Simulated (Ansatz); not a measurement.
**CH₃Cl₂Si radical: a ladder of functionals and wavefunction methods**

One table from this session's results is given with a row withheld; the runs are named, their logs left out.

Program: Ansatz 0.2.0, Gaussian basis. Level of theory: functionals in def2-TZVPP, the program's frozen cores in correlated methods. These are calculated values, not measurements.

Levels to be run: LDA (SPW92), PBE-D4, revPBE-D4, BLYP-D4, r2SCAN-D4, B97M-V, PBE0-D4, B3LYP-D4, r2SCANh-D4, r2SCAN0-D4, HSE06-D4, BHLYP-D4, CAM-B3LYP-D4, LC-ωPBE, ωB97X-V, ωB97M-V, B2PLYP, PBE-QIDH; CCSD(T)/def2-SVP; CCSD(T)/def2-TZVPP; MP2/def2-QZVPP; extrapolation to the limit; RPA on PBE.

## Structure used throughout

The geometry comes from an earlier relaxation with PBE0-D4 in a triple-zeta def2 set; it is a stationary point, not always the lowest conformer.

SMILES `C[Si](Cl)Cl`, 7 atoms, charge 0, spin multiplicity 2.

Atoms are counted from 1 here; the program's logs count them from 0.

Bond lengths: C1–Si2 1.863 Å, C1–H5 1.091 Å, C1–H6 1.091 Å, C1–H7 1.093 Å, Si2–Cl3 2.058 Å, Si2–Cl4 2.058 Å. Angles: Si2–C1–H5 110.1°, Si2–C1–H6 110.1°, Si2–C1–H7 109.2°, H5–C1–H6 109.3°, H5–C1–H7 109.1°, H6–C1–H7 109.1°, C1–Si2–Cl3 109.2°, C1–Si2–Cl4 109.2°, Cl3–Si2–Cl4 108.8°.

Geometry (Å):

```xyz
7
CH3Cl2Si
C    -0.1634    0.8438   -0.1384
Si   -0.2925   -0.9034    0.4964
Cl    1.4402   -1.3902    1.4941
Cl   -0.5222   -2.1861   -1.0962
H    -1.0702    1.1123   -0.6831
H    -0.0247    1.5357    0.6942
H     0.6940    0.9197   -0.8128
```

The first run:

Contents of in.yaml:

```yaml
crystal:
  periodic: [false, false, false]
  atoms:
    - {symbol: C, position_ang: [-0.163372, 0.843809, -0.138450]}
    - {symbol: Si, position_ang: [-0.292520, -0.903373, 0.496421]}
    - {symbol: Cl, position_ang: [1.440165, -1.390186, 1.494117]}
    - {symbol: Cl, position_ang: [-0.522166, -2.186101, -1.096203]}
    - {symbol: H, position_ang: [-1.070250, 1.112335, -0.683065]}
    - {symbol: H, position_ang: [-0.024705, 1.535659, 0.694151]}
    - {symbol: H, position_ang: [0.694046, 0.919658, -0.812770]}
basis:
  gaussian: {orbitals: def2-TZVPP}
magnetization: {spin_polarized: true, initial_magnetization: 1}
hamiltonian: {xc: lda}
output: {orbitals: {seedname: orbitals}}
```

Command:

```
ansatz run in.yaml --threads 4 --pin off --events-out ev --progress --plain --max-ram 10444MiB
```

Among the steps run: LDA; PBE-D4 (GGA); revPBE-D4 (GGA); BLYP-D4 (GGA); r2SCAN-D4 (meta-GGA); B97M-V (meta-GGA); PBE0-D4 (hybrid); B3LYP-D4 (hybrid); r2SCANh-D4 (hybrid); r2SCAN0-D4 (hybrid); HSE06-D4 (hybrid); BHLYP-D4 (hybrid); CAM-B3LYP-D4 (range-separated); LC-ωPBE (range-separated); ωB97X-V (range-separated); ωB97M-V (range-separated); B2PLYP (double hybrid); PBE-QIDH (double hybrid).

One table of the session follows, with a row left open; its other results are not shown here.

It belongs to the step «Orbital energies across the functionals». 

```
  functional  HOMO (eV)  LUMO (eV)  gap (eV)
 LDA (SPW92)      -5.18      -4.03      1.16
      PBE-D4      -5.21      -3.59      1.61
   revPBE-D4      -5.19      -3.44      1.75
     BLYP-D4      -5.01      -3.63      1.38
   r2SCAN-D4      -5.58      -3.12      2.47
      B97M-V      -5.28      -3.68      1.61
     PBE0-D4      -6.40      -2.71      3.69
    B3LYP-D4      -6.12      -3.11      3.01
  r2SCANh-D4      -6.02      -2.83      3.19
  r2SCAN0-D4      -6.67      -2.40      4.27
    HSE06-D4      -6.00      -3.09      2.91
    BHLYP-D4      -7.42      -1.94      5.48
CAM-B3LYP-D4      -7.63      -1.85      5.78
     LC-ωPBE          ?          ?         ?
     ωB97X-V      -8.55      -0.99      7.56
     ωB97M-V      -8.14      -1.12      7.02
```

**Question.** Estimate the row for LC-ωPBE.

The run gave: HOMO (eV): -9.06; LUMO (eV): -0.41; gap (eV): 8.64. In the column «HOMO (eV)» it is the lowest.
